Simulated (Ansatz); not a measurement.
**W3I: one candidate structure**

Aim: relax W3I from this start, Ni3Sn (D0_19) type (P6_3/mmc, No. 194), and see where it ends.

Computed with Ansatz 0.2.0 (DFT PBE, scalar-relativistic, plane waves, PAW, unless a step's input says otherwise).

**1. Starting point**

The structure is hexagonal, space group P6_3/mmc (No. 194). The conventional cell has a = 6.417 Å, b = 6.417 Å, c = 5.151 Å, α = 90.00°, β = 90.00°, γ = 120.00°. W (site symmetry mm2) has 4 I at 3.17 to 3.21 Å and 8 W at 3.17 to 3.21 Å as nearest neighbours. I (site symmetry -6m2) is surrounded by 12 W at 3.17 to 3.21 Å.

As a file:

```
CELL_PARAMETERS angstrom
6.41709 0.00000 0.00000
-3.20854 5.55736 0.00000
0.00000 0.00000 5.15070
ATOMIC_POSITIONS crystal
W 0.83300 0.66600 0.25000
W 0.16700 0.83300 0.75000
W 0.33400 0.16700 0.25000
W 0.16700 0.33400 0.75000
W 0.83300 0.16700 0.25000
W 0.66600 0.83300 0.75000
I 0.33333 0.66667 0.25000
I 0.66667 0.33333 0.75000
```

(A quick probe on a coarse mesh, which set the mesh and smearing, is not shown.)

**3. Coarse relaxation**

input.yaml

```yaml
crystal:
  lattice:
    - [6.4170889254, 0.0, 0.0]
    - [-3.2085444627, 5.5573620278, 0.0]
    - [0.0, 0.0, 5.1507039702]
  atoms:
    - { symbol: W, position: [0.833, 0.666, 0.25] }
    - { symbol: W, position: [0.167, 0.833, 0.75] }
    - { symbol: W, position: [0.334, 0.167, 0.25] }
    - { symbol: W, position: [0.167, 0.334, 0.75] }
    - { symbol: W, position: [0.833, 0.167, 0.25] }
    - { symbol: W, position: [0.666, 0.833, 0.75] }
    - { symbol: I, position: [0.3333333333, 0.6666666667, 0.25] }
    - { symbol: I, position: [0.6666666667, 0.3333333333, 0.75] }
basis:
  ecutwfc: 420
kpoints:
  mp_grid: { grid: [3, 3, 4] }
hamiltonian:
  xc: pbe
scf:
  occupations: { method: gaussian, width: 0.1 }
  lower_state_search: "off"
output:
  forces: true
  stress: true
  eigenvalues: true
relax:
  adjacent_minimum: "off"
  f_tol: 0.04
  max_steps: 70
  cell: { stress_tol: 0.4 }
```

The run is started by

```console
> ansatz run input.yaml --threads 1 --pin off --max-ram 2560MiB --backend cpu --events-out ev --progress --plain --runs-dir out
```

The session goes on with these runs: the relaxation.

**Question.** What will these runs give?

As calculated:

Formation energies count from the elements, computed with the same settings in runs not shown here.

| quantity | value |
| --- | --- |
| cell | a = 6.669 Å, b = 6.669 Å, c = 4.432 Å, α = 90.00°, β = 90.00°, γ = 120.00° |
| space group | P6_3/mmc (No. 194) |
| volume | 21.34 Å³/atom |
| gap on the mesh | none (metal) |
| formation energy from the elements | +1.326 eV/atom |

In words: The space group stayed P6_3/mmc, and from the first guess the volume went from 22.96 to 21.34 Å³/atom. The formation energy of +1.33 eV/atom is positive, so the elements lie lower than this structure; another structure of the compound can lie lower. The runs treat I, W without spin-orbit coupling.
